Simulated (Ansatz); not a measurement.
# SnPb2O3: the cost of one run

Program: Ansatz 0.2.0. Level of theory: DFT PBE, scalar-relativistic, plane waves, PAW. These are calculated values, not measurements.

## (1) The structure to begin with

Symmetry: P4mm, No. 99, tetragonal system. Conventional cell: a = 3.662 Å, b = 3.662 Å, c = 7.774 Å, α = 90.00°, β = 90.00°, γ = 90.00°. Around Sn (site symmetry 4mm) lie 5 Pb at 2.71 to 2.76 Å. Pb (site symmetry 4mm) is surrounded by 4 Sn at 2.71 Å and 5 O at 2.72 to 2.78 Å. Pb (site symmetry 4mm) is surrounded by 8 O at 2.72 to 2.80 Å and 1 Sn at 2.76 Å. O (site symmetry 2mm) is surrounded by 4 O at 2.59 Å and 4 Pb at 2.78 to 2.80 Å. Around O (site symmetry 4mm) lie 5 Pb at 2.72 Å.

As a file:

```xyz
6
Lattice="3.6617 0.0000 0.0000 0.0000 3.6617 0.0000 0.0000 0.0000 7.7738" Properties=species:S:1:pos:R:3 pbc="T T T"
Sn    0.0000    0.0000    4.8598
Pb    1.8309    1.8309    5.6640
Pb    0.0000    0.0000    2.1008
O     1.8309    0.0000    7.7626
O     0.0000    1.8309    7.7626
O     1.8309    1.8309    2.9454
```

Recipe of the guess: species swapped into a database cell of Zr2As3S (P4mm, No. 99), with Pb on the Zr sites, O on the As sites and Sn on the S sites. Lengths come from tabulated atomic sizes and are only a guess.

## (2) A first look at the guess

File input.yaml:

```yaml
crystal:
  lattice:
    - [3.6617053, 0.0, 0.0]
    - [0.0, 3.6617053, 0.0]
    - [0.0, 0.0, 7.77375009]
  atoms:
    - { symbol: Sn, position: [0.0, 0.0, 0.62515002] }
    - { symbol: Pb, position: [0.5, 0.5, 0.72860098] }
    - { symbol: Pb, position: [0.0, 0.0, 0.270239] }
    - { symbol: O, position: [0.5, 0.0, 0.99856102] }
    - { symbol: O, position: [0.0, 0.5, 0.99856102] }
    - { symbol: O, position: [0.5, 0.5, 0.378887] }
basis:
  ecutwfc: 420
kpoints:
  mp_grid: { grid: [6, 6, 2] }
hamiltonian:
  xc: pbe
scf:
  occupations: { method: gaussian, width: 0.1 }
  lower_state_search: "off"
output:
  forces: true
  stress: true
  eigenvalues: true
```

Command:

```sh
ansatz run input.yaml --threads 1 --pin off --max-ram 2560MiB --backend cpu --events-out ev --progress --plain --runs-dir out
```

What time and memory should one allow on 1 thread of Intel Xeon at 2.50GHz (Skylake/Cascade Lake), shared host?

About 13 s, with a peak of 0.38 GiB.
